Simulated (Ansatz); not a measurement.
# CH6BrNSi: basis-set convergence

How large a basis does CH6BrNSi need? Two functionals are run in growing sets.

Computed with Ansatz 0.2.0, Gaussian basis. Level: one geometry, several basis sets.

Plan: PBE0-D4/def2-SVP; ωB97M-V/def2-SVP; PBE0-D4/def2-QZVPP; ωB97M-V/def2-QZVPP; the functionals' def2-TZVPP values are taken from earlier runs.

## 1. Structure used throughout

All runs share one geometry, relaxed beforehand with PBE0-D4 in a triple-zeta def2 set.

SMILES `C[SiH](N)Br`, 10 atoms, charge 0, spin multiplicity 1.

Atoms are counted from 1 here; the program's logs count them from 0.

Bond lengths: C1–Si2 1.854 Å, C1–H5 1.093 Å, C1–H6 1.093 Å, C1–H7 1.091 Å, Si2–N3 1.706 Å, Si2–Br4 2.254 Å, Si2–H8 1.480 Å, N3–H9 1.008 Å, N3–H10 1.008 Å. Angles: Si2–C1–H5 110.6°, Si2–C1–H6 110.2°, Si2–C1–H7 110.5°, H5–C1–H6 108.6°, H5–C1–H7 107.8°, H6–C1–H7 108.9°, C1–Si2–N3 110.1°, C1–Si2–Br4 106.8°, C1–Si2–H8 114.1°, N3–Si2–Br4 113.8°, N3–Si2–H8 107.5°, Br4–Si2–H8 104.6°, Si2–N3–H9 119.7°, Si2–N3–H10 119.4°, H9–N3–H10 110.6°.

## 2. PBE0-D4 in def2-SVP

in.yaml

```yaml
crystal:
  periodic: [false, false, false]
  atoms:
    - {symbol: C, position_ang: [-0.925623, 0.999368, -0.347108]}
    - {symbol: Si, position_ang: [-0.120002, -0.618315, 0.065480]}
    - {symbol: N, position_ang: [1.384293, -0.347794, 0.823318]}
    - {symbol: Br, position_ang: [0.027901, -1.781033, -1.860115]}
    - {symbol: H, position_ang: [-0.295190, 1.581655, -1.023603]}
    - {symbol: H, position_ang: [-1.092330, 1.581365, 0.562479]}
    - {symbol: H, position_ang: [-1.884001, 0.834315, -0.842509]}
    - {symbol: H, position_ang: [-0.922046, -1.480537, 0.962264]}
    - {symbol: H, position_ang: [2.038892, 0.301948, 0.415786]}
    - {symbol: H, position_ang: [1.871208, -1.122070, 1.247008]}
basis:
  gaussian: {orbitals: def2-SVP}
hamiltonian: {xc: pbe0, dispersion: d4}
output: {orbitals: {seedname: orbitals}}
```

After this run come: ωB97M-V in def2-SVP; PBE0-D4 in def2-QZVPP; ωB97M-V in def2-QZVPP.

Before running them: what should the planned runs give, taken together? Wanted: PBE0-D4: double and triple zeta above quadruple; ωB97M-V: double and triple zeta above quadruple.

**Answer**, as computed:

| quantity | value |
| --- | --- |
| PBE0-D4: double and triple zeta above quadruple | 16.36, 1.87 eV |
| ωB97M-V: double and triple zeta above quadruple | 16.42, 1.79 eV |

PBE0-D4 gains 14.49 eV from double to triple zeta, then 1.87 eV more. Total energies overstate the basis error of differences, where much of it tends to cancel. The LUMO of ωB97M-V is positive and keeps falling with the basis (3.02 to 1.58 eV): an unbound level that the basis holds in place.
